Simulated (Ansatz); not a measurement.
# SiH2MeBr (CH5BrSi): two vibrations frozen in

How does the energy of SiH2MeBr (CH5BrSi) change over two coordinates at once? A grid of runs gives the map.

Program: Ansatz 0.2.0. Level of theory: RHF/def2-TZVP. These are calculated values, not measurements.

### Step 1. Starting geometry

8 atoms, charge 0, spin multiplicity 1.

Atoms are counted from 1 here; the program's logs count them from 0.

Bond lengths: Si1–H2 1.502 Å, Si1–H3 1.502 Å, Si1–C4 1.879 Å, Si1–Br8 2.252 Å, C4–H5 1.110 Å, C4–H6 1.108 Å, C4–H7 1.108 Å. Angles: H2–Si1–H3 109.2°, H2–Si1–C4 111.5°, H2–Si1–Br8 107.5°, H3–Si1–C4 111.5°, H3–Si1–Br8 107.4°, C4–Si1–Br8 109.6°, Si1–C4–H5 109.9°, Si1–C4–H6 110.7°, Si1–C4–H7 110.7°, H5–C4–H6 108.5°, H5–C4–H7 108.5°, H6–C4–H7 108.5°.

Coordinates:

```tsv
atom	x (Å)	y (Å)	z (Å)
Si1	0.46460	-0.63751	0.33693
H2	0.45373	-0.68759	1.83831
H3	1.88454	-0.69512	-0.15015
C4	-0.42096	0.88934	-0.30605
H5	0.07942	1.80511	0.07352
H6	-1.47684	0.90035	0.03078
H7	-0.40581	0.91349	-1.41399
Br8	-0.57868	-2.48807	-0.40935
```

This geometry comes from a loose relaxation at PBE in a small basis, which is not shown.

### Step 4. Setting up the map

First coordinate, normal mode 7 (800 cm⁻¹): 13 values from −0.714 amu½·Å. Second coordinate, normal mode 9 (979 cm⁻¹): 13 values from −0.584 amu½·Å.

Nothing else is relaxed (straight displacements along the two mass-weighted modes). Energies count from the relaxed molecule at the same level. Points are written as (first, second).

Displacement patterns for an amplitude of 1 (Å):

```tsv
atom	x1	y1	z1	x2	y2	z2
Si1	0.040	-0.050	0.029	-0.017	-0.051	-0.012
H2	0.096	0.304	0.047	0.094	0.544	0.022
H3	0.075	0.303	0.076	0.051	0.545	0.082
C4	-0.098	0.015	-0.071	0.057	0.046	0.041
H5	0.255	-0.264	0.185	-0.208	0.257	-0.151
H6	-0.071	0.379	-0.022	0.023	-0.197	-0.028
H7	-0.042	0.378	-0.060	-0.021	-0.196	0.030
Br8	-0.003	0.002	-0.003	-0.002	-0.001	-0.001
```

(The set-up runs are not shown.)

### Step 5. Grid point (0.000 amu½·Å, 0.292 amu½·Å)

File input.yaml:

```yaml
crystal:
  periodic: [false, false, false]
  atoms:
    - { symbol: Si, position_ang: [0.460348, -0.641055, 0.334315] }
    - { symbol: H, position_ang: [0.469707, -0.528555, 1.812881] }
    - { symbol: H, position_ang: [1.868744, -0.529744, -0.116214] }
    - { symbol: C, position_ang: [-0.400967, 0.898861, -0.291446] }
    - { symbol: H, position_ang: [0.017105, 1.856783, 0.014511] }
    - { symbol: H, position_ang: [-1.440977, 0.847156, 0.025738] }
    - { symbol: H, position_ang: [-0.41827, 0.849218, -1.378679] }
    - { symbol: Br, position_ang: [-0.562411, -2.476311, -0.406183] }
basis:
  gaussian: { orbitals: def2-TZVP }
hamiltonian:
  xc: hf
output:
  forces: true
```

The run is started by

```console
$ ansatz run input.yaml --threads 1 --pin off --max-ram 2560MiB --backend cpu --events-out ev --progress --plain --runs-dir out
```

The session goes on with these runs: all other points of the grid.

Q: Predict the outcome of this session. Wanted: lowest point; highest computed point; dipole moment.

**Answer**, as computed:

| quantity | value |
| --- | --- |
| lowest point | (0.000 amu½·Å, 0.000 amu½·Å), 0 kJ/mol |
| highest computed point | (−0.714 amu½·Å, 0.584 amu½·Å), 149 kJ/mol above the lowest |
| dipole moment (D) | 0.08 at (0.714 amu½·Å, 0.584 amu½·Å) to 4.26 at (−0.714 amu½·Å, −0.584 amu½·Å); 2.20 at the lowest point |
| time for the whole task | 11 min on 1 thread, shared host |

The lowest computed point is at (0.000 amu½·Å, 0.000 amu½·Å), which is the relaxed molecule at the same level itself. No other kind of well shows on this grid. The highest computed point, (−0.714 amu½·Å, 0.584 amu½·Å), lies 149 kJ/mol above the lowest. Round the minimum the two coordinates are nearly uncoupled.
